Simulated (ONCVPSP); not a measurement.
# Pseudopotential generation for Ge: ONCV, PBEsol

Aim: build the potential from the settings below, then test how well it stands in for the atom: other configurations, scattering, ghost states and the plane-wave cutoff that it needs.

Program: ONCVPSP 4.0.1.1 (patched build). Reference atom: PBEsol, scalar-relativistic, spherical and spin-unpolarised. All values are calculated.

## (1) The design

Typed settings, in words:

```json
{
 "element": "germanium (Ge, Z = 32)",
 "type": "optimised norm-conserving Vanderbilt (ONCV)",
 "frozen core": "[Ar]",
 "valence charge": "14",
 "reference configuration": "3d10 4s2 4p2",
 "partial waves": "4s: rc 1.50 bohr, ncon 5, nbas 10, qcut 5.5 1/bohr, 2 projectors, debl 1.5 Ha; 4p: rc 1.55 bohr, ncon 5, nbas 8, qcut 5.2 1/bohr, 2 projectors, debl 2.2 Ha; 3d: rc 0.90 bohr, ncon 4, nbas 8, qcut 20.7 1/bohr, 2 projectors, debl 0.6 Ha",
 "local potential": "polynomial inside 0.75 bohr (lpopt 5, dvloc0 6 Ha)",
 "core correction": "Teter function, fcfact 3.5, rcfact 1.35"
}
```

## (2) Generating the potential

Ge.dat reads:

```
# ATOM AND REFERENCE CONFIGURATION
# atsym  z   nc   nv     iexc    psfile
  Ge 32.00    5    3  -116133      upf
#
#   n    l    f
    1    0    2.00
    2    0    2.00
    2    1    6.00
    3    0    2.00
    3    1    6.00
    3    2   10.00
    4    0    2.00
    4    1    2.00
#
# PSEUDOPOTENTIAL AND OPTIMIZATION
# lmax
    2
#
#   l,   rc,      ep,       ncon, nbas, qcut
    0    1.50    0.00    5   10    5.50
    1    1.55    0.00    5    8    5.20
    2    0.90    0.00    4    8   20.70
#
# LOCAL POTENTIAL
# lloc, lpopt,  rc(5),   dvloc0
    4    5    0.75    6.00
#
# VANDERBILT-KLEINMAN-BYLANDER PROJECTORs
# l, nproj, debl
    0    2    1.50
    1    2    2.20
    2    2    0.60
#
# MODEL CORE CHARGE
# icmod, fcfact, rcfact
    3    3.50    1.35
#
# LOG DERIVATIVE ANALYSIS
# epsh1, epsh2, depsh
   -3.00    5.00    0.02
#
# OUTPUT GRID
# rlmax, drl
    6.00    0.01
#
# TEST CONFIGURATIONS
# ncnf
    4
# nvcnf
#   n    l    f
    3
    3    2   10.00
    4    0    2.00
    4    1    1.00
#
    3
    3    2   10.00
    4    0    2.00
    4    1    0.00
#
    3
    3    2   10.00
    4    0    1.00
    4    1    0.00
#
    3
    3    2   10.00
    4    0    2.00
    4    1    1.50
#
```

Started as:

```console
$ oncvpsp.x < Ge.dat > Ge.out
```

Output in Ge.out (without the consistency checks and plot data):

```text
ONCVPSP  (Optimized Norm-Conservinng Vanderbilt PSeudopotential)
scalar-relativistic version 4.0.1.1, modified

#   n    l    f        energy (Ha)
    1    0    2.00    -4.0247926E+02
    2    0    2.00    -5.0369946E+01
    2    1    6.00    -4.4028549E+01
    3    0    2.00    -6.1781554E+00
    3    1    6.00    -4.2418163E+00
    3    2   10.00    -1.0772108E+00
    4    0    2.00    -4.3157489E-01
    4    1    2.00    -1.4321623E-01

Reference configufation results
  iterations    26
  all-electron total energy (Ha)   -2.09729404D+03

Begin loop to  construct optimized pseudo wave functions
and semi-local pseudopoentials for all angular momenta

   Wellstate for l =  0  n =  5
     eigenvalue =   1.0684
     asymptotic potential =   1.5684
     half-point radius =  3.0870

Calculating optimized projector #   1

 for l=   0

    Fraction of norm inside rc  0.221782
    Optimizing pswf for qcut=   5.49 a_B^-1,  ecut=  15.09 Ha
    Residual kinetic energy error=  6.04D-04 Ha

    Energy error per electron        Cutoff
         Ha          eV             Ha
         0.01000     0.27211        5.66
         0.00100     0.02721        9.35
         0.00010     0.00272      112.14
         0.00001     0.00027      134.90

Calculating optimized projector #   2

 for l=   0

    Fraction of norm inside rc  0.154454
    Optimizing pswf for qcut=   5.49 a_B^-1,  ecut=  15.09 Ha
    Residual kinetic energy error=  2.70D-04 Ha

    Energy error per electron        Cutoff
         Ha          eV             Ha
         0.01000     0.27211        8.55
         0.00100     0.02721       12.33
         0.00010     0.00272       60.34
         0.00001     0.00027      162.03

   Wellstate for l =  1  n =  5
     eigenvalue =   2.0568
     asymptotic potential =   2.5568
     half-point radius =  2.6895

Calculating optimized projector #   1

 for l=   1

    Fraction of norm inside rc  0.103877
    Optimizing pswf for qcut=   5.19 a_B^-1,  ecut=  13.48 Ha
    Residual kinetic energy error=  4.53D-03 Ha

    Energy error per electron        Cutoff
         Ha          eV             Ha
         0.01000     0.27211        2.32
         0.00100     0.02721       60.40
         0.00010     0.00272       78.16
         0.00001     0.00027       87.78

Calculating optimized projector #   2

 for l=   1

    Fraction of norm inside rc  0.201180
    Optimizing pswf for qcut=   5.19 a_B^-1,  ecut=  13.48 Ha
    Residual kinetic energy error=  4.45D-02 Ha

    Energy error per electron        Cutoff
         Ha          eV             Ha
         0.01000     0.27211       25.08
         0.00100     0.02721       93.57
         0.00010     0.00272      109.39
         0.00001     0.00027      119.78

WARNING wellstate: negative energy specified for n= 4 l=  2
WARNING scattering state with energy  0.25000000
WARNING will be used for the first projector

   Wellstate for l =  2  n =  4
     eigenvalue =   0.2500
     asymptotic potential =   0.7500
     half-point radius =  6.4136

Calculating optimized projector #   1

 for l=   2

    Fraction of norm inside rc  0.736031
    Optimizing pswf for qcut=  20.68 a_B^-1,  ecut= 213.79 Ha
    Residual kinetic energy error=  2.24D-08 Ha

    Energy error per electron        Cutoff
         Ha          eV             Ha
         0.01000     0.27211      122.64
         0.00100     0.02721      145.86
         0.00010     0.00272      166.04
         0.00001     0.00027      182.17

Calculating optimized projector #   2

 for l=   2

    Fraction of norm inside rc  0.017595
    Optimizing pswf for qcut=  20.68 a_B^-1,  ecut= 213.79 Ha
    Residual kinetic energy error=  1.29D-09 Ha

    Energy error per electron        Cutoff
         Ha          eV             Ha
         0.01000     0.27211       80.23
         0.00100     0.02721      112.42
         0.00010     0.00272      139.51
         0.00001     0.00027      161.40

Construct Vanderbilt / Kleinmman-Bylander projectors

B matrix Hermiticity error, ll=   0
   1   2    9.7844E-05

  Orthonormal projector coefficients  1.9753E+01  6.4940E+00

B matrix Hermiticity error, ll=   1
   1   2    1.1685E-04

  Orthonormal projector coefficients -1.9959E+01  4.7479E+00

B matrix Hermiticity error, ll=   2
   1   2    1.0740E-04

  Orthonormal projector coefficients -2.6834E+01 -7.1006E+00

Model core correction analysis
  based on d2Exc/dn_idn_j

d2excae - all-electron derivatives

   -3.319715D-02   -6.060385D-03   -2.761539D-03
   -6.059872D-03   -3.190151D-02   -2.442853D-02
   -2.761451D-03   -2.442777D-02   -2.641471D-02

d2excps - pseudofunction derivatives with no core correction

   -5.408128D-02   -6.552891D-03   -2.911679D-03
   -6.552342D-03   -3.258397D-02   -2.463590D-02
   -2.911625D-03   -2.463543D-02   -2.644608D-02

rms 2nd derivative error    6.970014E-03

rmatch, rhocmatch    0.7328   19.5814

Teter function model core charge with specified parameters

d2excps - pseudofunction derivatives with core correction

   -4.148595D-02   -6.247902D-03   -2.760288D-03
   -6.247389D-03   -3.251793D-02   -2.461771D-02
   -2.760223D-03   -2.461715D-02   -2.644107D-02

rms 2nd derivative error    2.773420E-03

Pseudoatom total energy  -93.532025

Diagnostic tests using Vanderbilt-Kleinman-Bylander pseudopotentials
  1 or more projectors used as specified by nproj input data

   l    rcore       rmatch      e in        delta e   norm test  slope test

   0   1.5022667   1.5478788  -0.4315749  -0.0000006   1.0000402   1.0000245
run_diag: lschvkbbe ERROR   2   1   0  60  1.06842511E+00  9.11582597E-01
   0   1.5022667   1.5478788   1.0684251  -0.1568425   0.0501077   0.0605397

   1   1.5571661   1.6044450  -0.1432162   0.0000031   1.0000385   1.0000318
run_diag: lschvkbbe ERROR   2   2   1  60  2.05678376E+00  1.80110539E+00
   1   1.5571661   1.6044450   2.0567838  -0.2556784   0.1148401   0.1521318

   2   0.9034803   0.9309119  -1.0772108  -0.0000269   1.0002240   1.0002494
   2   0.9034803   0.9309119   0.2500000  -0.0000223   1.0004048   1.0004048

 Testing for bound ghosts
   n   l    E NL Schr. Eq   E Basis Diag.   E Cutoff

       0                       -4.535784    197.16  WARNING - GHOST(-)
   1   0       -0.431575       -0.413554    197.16

       1                       -3.306662    123.57  WARNING - GHOST(-)
   2   1       -0.143213       -0.087880    123.57

   3   2       -1.077238       -1.070872    422.12

 Testing for highly-localized positive-energy ghosts
       l    <radius>/rc     E Basis Diag.   E Cutoff

       0        0.876989       24.534369    197.16  WARNING - GHOST(+)

Test configuration 0

   n   l     f        eae           eps        diff
   1   0  2.0000 -402.47925915
   2   0  2.0000  -50.36994596
   2   1  6.0000  -44.02854919
   3   0  2.0000   -6.17815540
   3   1  6.0000   -4.24181632
   3   2 10.0000   -1.07721084   -1.07723778   -2.69D-05
   4   0  2.0000   -0.43157489   -0.43157550   -6.14D-07
   4   1  2.0000   -0.14321623   -0.14321309    3.14D-06

    Total energies and differences
      AE_ref= -2.09729404D+03  AE_tst= -2.09729404D+03  dif=  0.00D+00
      PS_ref= -9.35320249D+01  PS_tst= -9.35320249D+01  dif=  1.28D-13
      PSP excitation error= -1.28D-13

Test configuration 1

   n   l     f        eae           eps        diff
   1   0  2.0000 -402.81481964
   2   0  2.0000  -50.70273372
   2   1  6.0000  -44.36169648
   3   0  2.0000   -6.51055147
   3   1  6.0000   -4.57423367
   3   2 10.0000   -1.40889149   -1.40790700    9.84D-04
   4   0  2.0000   -0.73106627   -0.73117326   -1.07D-04
   4   1  1.0000   -0.41368296   -0.41375357   -7.06D-05

    Total energies and differences
      AE_ref= -2.09729404D+03  AE_tst= -2.09702014D+03  dif=  2.74D-01
      PS_ref= -9.35320249D+01  PS_tst= -9.32580631D+01  dif=  2.74D-01
      PSP excitation error= -6.07D-05

Test configuration 2

   n   l     f        eae           eps        diff
   1   0  2.0000 -403.22436181
   2   0  2.0000  -51.10592045
   2   1  6.0000  -44.76566347
   3   0  2.0000   -6.91266269
   3   1  6.0000   -4.97630339
   3   2 10.0000   -1.80910453   -1.80573245    3.37D-03
   4   0  2.0000   -1.07613442   -1.07643294   -2.99D-04

    Total energies and differences
      AE_ref= -2.09729404D+03  AE_tst= -2.09645239D+03  dif=  8.42D-01
      PS_ref= -9.35320249D+01  PS_tst= -9.26900939D+01  dif=  8.42D-01
      PSP excitation error= -2.85D-04

Test configuration 3

   n   l     f        eae           eps        diff
   1   0  2.0000 -403.75293915
   2   0  2.0000  -51.62171909
   2   1  6.0000  -45.28256486
   3   0  2.0000   -7.42891696
   3   1  6.0000   -5.49206982
   3   2 10.0000   -2.31953567   -2.31077448    8.76D-03
   4   0  1.0000   -1.48424128   -1.48408023    1.61D-04

    Total energies and differences
      AE_ref= -2.09729404D+03  AE_tst= -2.09517392D+03  dif=  2.12D+00
      PS_ref= -9.35320249D+01  PS_tst= -9.14112783D+01  dif=  2.12D+00
      PSP excitation error= -6.26D-04

Test configuration 4

   n   l     f        eae           eps        diff
   1   0  2.0000 -402.63642531
   2   0  2.0000  -50.52612253
   2   1  6.0000  -44.18485837
   3   0  2.0000   -6.33420474
   3   1  6.0000   -4.39788099
   3   2 10.0000   -1.23302702   -1.23269223    3.35D-04
   4   0  2.0000   -0.57417100   -0.57420832   -3.73D-05
   4   1  1.5000   -0.27169449   -0.27171414   -1.97D-05

    Total energies and differences
      AE_ref= -2.09729404D+03  AE_tst= -2.09719096D+03  dif=  1.03D-01
      PS_ref= -9.35320249D+01  PS_tst= -9.34289317D+01  dif=  1.03D-01
      PSP excitation error= -1.65D-05
```

Wall time 5.8 s (1 thread of AMD EPYC 7R43, shared host).

The projector energies used in the d channel were -1.077, 0.250 Ha; the program set a typed value aside.

Partial waves on a coarse radial grid (AE all-electron, PS pseudo):

```
r (bohr)    4s AE   4s PS
   0.078   0.0781  0.0089
   0.155   0.2085  0.0180
   0.232   0.0500  0.0292
   0.310  -0.1630  0.0456
   0.388  -0.3039  0.0687
   0.465  -0.3481  0.0974
   0.542  -0.3146  0.1308
   0.620  -0.2286  0.1699
   0.698  -0.1137  0.2156
   0.775   0.0107  0.2673
   0.852   0.1348  0.3230
   0.930   0.2528  0.3797
   1.008   0.3593  0.4352
   1.085   0.4511  0.4896
   1.162   0.5293  0.5445
   1.240   0.5947  0.5988
   1.318   0.6474  0.6480
   1.395   0.6878  0.6878
   1.472   0.7179  0.7179
   1.550   0.7391  0.7391
   1.628   0.7521  0.7520
   1.705   0.7579  0.7579
   1.782   0.7577  0.7577
   1.860   0.7524  0.7523
   1.938   0.7426  0.7426
   2.015   0.7295  0.7294
```

Densities times 4π (e/bohr³); a dash where the program caps the true core:

```
r (bohr)  pseudo valence  true core  model core
   0.078           1.338          –        67.2
   0.232           46.36          –       57.55
   0.388           83.09      84.27       41.83
   0.542           50.16      51.55       25.75
   0.698            23.1      23.92       13.01
   0.852           11.44      9.457       5.316
   1.008           5.901      3.437       1.623
   1.162           3.296      1.228      0.3387
   1.318            2.04     0.4291     0.03337
   1.472             1.4     0.1516   7.234e-05
   1.628           1.019    0.05311    0.001422
   1.782          0.7725    0.01894   0.0006662
   1.938          0.5959   0.006715   1.821e-05
```

## (3) Transferability, from the output's test configurations

Energies count from the reference configuration 3d10 4s2 4p2; the error is all-electron less pseudo.

```csv
valence configuration,charge,ΔE all-electron (eV),error AE − PS (meV)
3d10 4s2 4p1,+1,7.453,-1.7
3d10 4s2 4p0,+2,22.902,-7.8
3d10 4s1 4p0,+3,57.691,-17
3d10 4s2 4p1.5,+0.5,2.805,-0.4
```

## (4) Scattering by logarithmic derivatives

Taken from the files of the generation run. The phase is arctan(r·R′/R) of the radial function R, unwrapped, with energies in Ha. A pole is an energy at which the radial function vanishes at the test radius. The pseudo phase is shifted by a multiple of π to meet the all-electron one at the reference energy. Levels narrower than the energy grid can be missing from the poles. The last column is the largest difference on the grid between −0.5 and +0.5 Ha.

```tsv
channel	radius (bohr)	reference (Ha)	poles AE	poles PS	window around the reference with phases within 0.05 rad (Ha)	largest difference near zero (rad)
s	1.52	-0.43	3.87	3.90	the whole range	0.000
p	1.58	-0.14	4.27	4.30	above -2.9	0.000
d	0.91	-1.08	1.16	1.16	the whole range	0.000
```

Phases (rad) along the scan:

```
E (Ha)    p AE    p PS    s AE    s PS
 -2.98   1.239   1.311   1.110   1.117
 -2.54   1.185   1.209   1.030   1.035
 -2.10   1.119   1.130   0.914   0.917
 -1.66   1.028   1.033   0.731   0.733
 -1.22   0.892   0.894   0.429   0.430
 -0.78   0.668   0.669  -0.032  -0.032
 -0.34   0.288   0.288  -0.531  -0.531
  0.10  -0.252  -0.252  -0.889  -0.889
  0.54  -0.730  -0.729  -1.107  -1.107
  0.98  -1.025  -1.025  -1.244  -1.244
  1.42  -1.200  -1.200  -1.335  -1.335
  1.86  -1.310  -1.310  -1.401  -1.401
  2.30  -1.387  -1.387  -1.451  -1.451
  2.74  -1.443  -1.443  -1.492  -1.491
  3.18  -1.487  -1.487  -1.526  -1.525
  3.62  -1.524  -1.523  -1.555  -1.554
  4.06  -1.556  -1.555  -1.583  -1.580
  4.50  -1.586  -1.584  -1.609  -1.605
  4.94  -1.614  -1.611  -1.635  -1.630
```

## (5) Plane-wave cutoff and ghosts

Read off the output, the cutoffs (Ha) at which the residual kinetic energy of the hardest occupied pseudo-wave falls to 1 and 0.1 mHa per electron: 146 Ha and 166 Ha.

The program's own ghost test: GHOST(-) flagged for s at -123.4 eV, p at -90.0 eV; GHOST(+) flagged for s at 667.6 eV.

Cutoff (Ha) at which the first wave of each channel reaches a given error (Ha per electron):

```
  error      s     p      d
1.0e-02    5.7   2.3  122.6
3.2e-03    7.1  17.7  135.1
1.0e-03    9.3  60.4  145.9
3.2e-04   45.2  71.2  156.7
1.0e-04  112.1  78.2  166.0
3.2e-05  126.2  83.2  174.5
1.0e-05  134.9  87.8  182.2
```

## (6) Results

| quantity | value |
| --- | --- |
| cutoffs for 1 and 0.1 mHa per electron, occupied waves | 146 Ha and 166 Ha |
| bound ghosts | s at -123.42 eV, p at -89.98 eV |
| GHOST(+) flags | s at 668 eV |
| largest test error (AE − PS) | -17 meV, for 3d10 4s1 4p0 |
| largest phase difference near zero energy, channels read | 0.000 rad |
| rms error of d²Exc/dn², without and with the model core | 6.97 and 2.77 mHa |
| projector energies reset by the program | d: -1.077, 0.250 Ha |

**Reading.** A bound ghost (s, p) makes it unfit for use: electrons can fall into a state that the atom doesn't have. By total energies transferability is good: the largest error is 17 meV on 57.7 eV, for 3d10 4s1 4p0. Atomic tests can pass in spite of a ghost, since they solve only for the levels asked. The potential is very hard: the looser tolerance needs 146 Ha. At the looser tolerance the 3d wave is the slowest; 4p needs 60 Ha. Near zero energy the phases of the channels with partial waves agree within 0.001 rad. The program also flags highly localised states, GHOST(+) (s). These are tests on the free atom; a crystal test is still owed.
